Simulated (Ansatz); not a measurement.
**CH₆GeN radical: a ladder of functionals and wavefunction methods**

Aim: compute CH₆GeN radical with functionals from several rungs and with coupled cluster. The yardstick is the atomisation energy at the CCSD(T) limit.

The runs use Ansatz 0.2.0, Gaussian basis; functionals in def2-TZVPP, the program's frozen cores in correlated methods.

Plan: LDA (SPW92), PBE-D4, revPBE-D4, BLYP-D4, r2SCAN-D4, B97M-V, PBE0-D4, B3LYP-D4, r2SCANh-D4, r2SCAN0-D4, HSE06-D4, BHLYP-D4, CAM-B3LYP-D4, LC-ωPBE, ωB97X-V, ωB97M-V, B2PLYP, PBE-QIDH; CCSD(T)/def2-SVP; CCSD(T)/def2-TZVPP; MP2/def2-QZVPP; extrapolation to the limit; RPA on PBE.

## Step 1: The relaxed structure

The geometry comes from an earlier relaxation with PBE0-D4 in a triple-zeta def2 set; it is a stationary point, not always the lowest conformer.

SMILES `[CH3][GeH][NH2]`, 9 atoms, charge 0, spin multiplicity 2.

Atoms are counted from 1 here; the program's logs count them from 0.

Bond lengths: C1–Ge2 1.965 Å, C1–H4 1.092 Å, C1–H5 1.090 Å, C1–H6 1.091 Å, Ge2–N3 1.848 Å, Ge2–H7 1.557 Å, N3–H8 1.011 Å, N3–H9 1.011 Å. Angles: Ge2–C1–H4 109.1°, Ge2–C1–H5 110.2°, Ge2–C1–H6 110.5°, H4–C1–H5 109.3°, H4–C1–H6 109.1°, H5–C1–H6 108.6°, C1–Ge2–N3 106.1°, C1–Ge2–H7 111.0°, N3–Ge2–H7 104.6°, Ge2–N3–H8 115.5°, Ge2–N3–H9 115.5°, H8–N3–H9 108.9°.

Coordinates:

```xyz
9
CH6GeN
C    -0.7526    0.9422   -0.7242
Ge    0.9180    0.1488   -0.0612
N     0.4209   -1.1725    1.1316
H    -1.3799    0.1547   -1.1474
H    -0.5369    1.6838   -1.4939
H    -1.2922    1.4302    0.0883
H     1.6650   -0.6093   -1.1976
H     1.1709   -1.7629    1.4638
H    -0.1248   -0.8611    1.9234
```

## Step 2: LDA

This LDA is Slater exchange with PW92 correlation.

Contents of in.yaml:

```yaml
crystal:
  periodic: [false, false, false]
  atoms:
    - {symbol: C, position_ang: [-0.752555, 0.942224, -0.724238]}
    - {symbol: Ge, position_ang: [0.917988, 0.148753, -0.061154]}
    - {symbol: N, position_ang: [0.420880, -1.172544, 1.131629]}
    - {symbol: H, position_ang: [-1.379944, 0.154673, -1.147373]}
    - {symbol: H, position_ang: [-0.536942, 1.683751, -1.493926]}
    - {symbol: H, position_ang: [-1.292152, 1.430218, 0.088320]}
    - {symbol: H, position_ang: [1.665047, -0.609336, -1.197578]}
    - {symbol: H, position_ang: [1.170888, -1.762855, 1.463780]}
    - {symbol: H, position_ang: [-0.124808, -0.861082, 1.923439]}
basis:
  gaussian: {orbitals: def2-TZVPP}
magnetization: {spin_polarized: true, initial_magnetization: 1}
hamiltonian: {xc: lda}
output: {orbitals: {seedname: orbitals}}
```

Launch:

```bash
$ ansatz run in.yaml --threads 4 --pin off --events-out ev --progress --plain --max-ram 10444MiB
```

After this run come: PBE-D4 (GGA); revPBE-D4 (GGA); BLYP-D4 (GGA); r2SCAN-D4 (meta-GGA); B97M-V (meta-GGA); PBE0-D4 (hybrid); B3LYP-D4 (hybrid); r2SCANh-D4 (hybrid); r2SCAN0-D4 (hybrid); HSE06-D4 (hybrid); BHLYP-D4 (hybrid); CAM-B3LYP-D4 (range-separated); LC-ωPBE (range-separated); ωB97X-V (range-separated); ωB97M-V (range-separated); B2PLYP (double hybrid); PBE-QIDH (double hybrid); CCSD(T) in def2-SVP; CCSD(T) in def2-TZVPP; MP2 in def2-QZVPP; RPA on PBE orbitals.

**Question.** What will the summary of the whole plan be? Wanted: atomisation energy, CCSD(T)/CBS; farthest beyond LDA; mean size of error, GGA; mean size of error, meta-GGA; mean size of error, hybrid; mean size of error, range-separated; mean size of error, double hybrid; gap, smallest and largest; T1 diagnostic.

As calculated:

```
                               quantity                                                                                                                    value
        atomisation energy, CCSD(T)/CBS                                                                                                            2911.0 kJ/mol
 functionals within 29.1 kJ/mol (1.0 %)  revPBE-D4, BLYP-D4, r2SCAN-D4, B97M-V, PBE0-D4, B3LYP-D4, r2SCANh-D4, HSE06-D4, CAM-B3LYP-D4, LC-ωPBE, ωB97X-V, ωB97M-V
                    farthest beyond LDA                                                                                                  BHLYP-D4 (-71.4 kJ/mol)
                mean size of error, GGA                                                                                                              21.7 kJ/mol
           mean size of error, meta-GGA                                                                                                               6.9 kJ/mol
             mean size of error, hybrid                                                                                                              23.1 kJ/mol
    mean size of error, range-separated                                                                                                              11.6 kJ/mol
      mean size of error, double hybrid                                                                                                              29.8 kJ/mol
              gap, smallest and largest                                                                                 0.86 eV (LDA (SPW92)), 8.15 eV (LC-ωPBE)
                          T1 diagnostic                                                                                                                   0.0133
triples share of the correlation energy                                                                                                                    3.6 %
```

What this shows: LDA overbinds by 401.1 kJ/mol (14 %). PBE-D4 misses by +40.0 kJ/mol. Double hybrids carry the basis error of their MP2 part in triple zeta, and no dispersion term here, so their miss is partly the set-up's. The rungs meta-GGA, range-separated, GGA, hybrid miss on average by less than the doubt on the reference (29.1 kJ/mol), so they tie. Misses under about 29.1 kJ/mol are within the doubt on the reference itself, which lacks core-valence correlation, relativity and higher excitations, and its outer-core shells are covered unevenly. Hartree-Fock recovers 71 % of the binding; the rest is correlation. CCSD(T) in def2-SVP is off by -195.2 kJ/mol, worse than the median functional, from the basis alone. Orbital gaps span 0.9 to 8.1 eV; exact exchange widens them. Correlated methods include outer-core shells of Ge, which these sets cover unevenly.
